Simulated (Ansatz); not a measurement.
# HPbNO4 under changes of volume

One of the cells (14.595 Å³/atom); the others are scaled copies at fixed shape and fractional positions:

```
H Pb N O
1.0
     6.43453    0.00000    0.00872
     0.00000    4.11089    0.00000
    -3.14884    0.00000    7.72026
H Pb N O
2 2 2 8
Cartesian
  0.2769 0.3972 3.9549
  3.0088 2.4526 3.7740
  5.4168 2.4873 2.2678
  -2.1311 0.4318 5.4611
  1.3145 1.5041 6.1266
  1.9712 3.5595 1.6024
  -0.6130 0.3781 3.5271
  0.1283 1.8988 6.2234
  2.2065 1.9134 6.9088
  1.6376 0.6685 5.2028
  3.8987 2.4336 4.2019
  3.1574 3.9543 1.5056
  1.0791 3.9688 0.8202
  1.6481 2.7240 2.5262
```

The cell was built by a generator and needn't be a form met in nature.

| Item | Value |
| --- | --- |
| Program | Ansatz 0.2.0 |
| Functional | PBE |
| Potentials or basis | Ansatz PAW |
| Cutoff | 420 eV (not typed: the program's choice for these potentials) |
| k mesh | 5 × 7 × 4 |
| Occupations | fermi-dirac, width 0.05 eV |
| Spin | no spin polarisation |

| volume (Å³/atom) | energy over the lowest point (meV/atom) | pressure (GPa) | gap on the mesh (eV) | largest force (eV/Å) |
| --- | --- | --- | --- | --- |
| 13.719 | 16.84 | 6.5 | 3.37 | 1.770 |
| 14.011 | 7.21 | 4.1 | 3.35 | 1.137 |
| 14.303 | 1.74 | 1.9 | 3.32 | 0.548 |
| 14.595 | 0.00 | 0.0 | 3.30 | 0.007 |
| 14.887 | ? | ? | ? | ? |
| 15.179 | 6.32 | -3.4 | 3.24 | 0.982 |
| 15.470 | 13.75 | -4.8 | 3.20 | 1.423 |

What does the run at 14.887 Å³/atom give?

Energy over the lowest point 1.64 meV/atom; pressure -1.8 GPa; gap on the mesh 3.27 eV; largest force 0.508 eV/Å.

Worked out: A Birch-Murnaghan fit of order 3 (a polynomial in V^(-2/3)) to the other rows has its minimum at 14.59 Å³/atom with B0 = V·E''(V) = 93 GPa and B' = 4.1 at fixed shape and positions, which overstates the stiffness. It gives 1.63 meV/atom at 14.887 Å³/atom, against the run's 1.64, and -dE/dV = -1.8 GPa, against -1.8. A parabola through the other rows of the gap, of slope -1.57 eV per unit of ln V there, gives 3.27 eV, against the run's 3.27.

Energies are extrapolated to zero smearing.

Caveats: odd divisions of the mesh miss points on the zone boundary, where band edges often lie, so the gap on the mesh can be too wide; spin-orbit coupling is left out, which as a rule narrows the gap of such compounds by several tenths of an eV; forces of over 1 eV/Å show positions far from the minimum, so gaps and moduli don't describe the material at rest (some runs).

A mesh can miss the band edges.
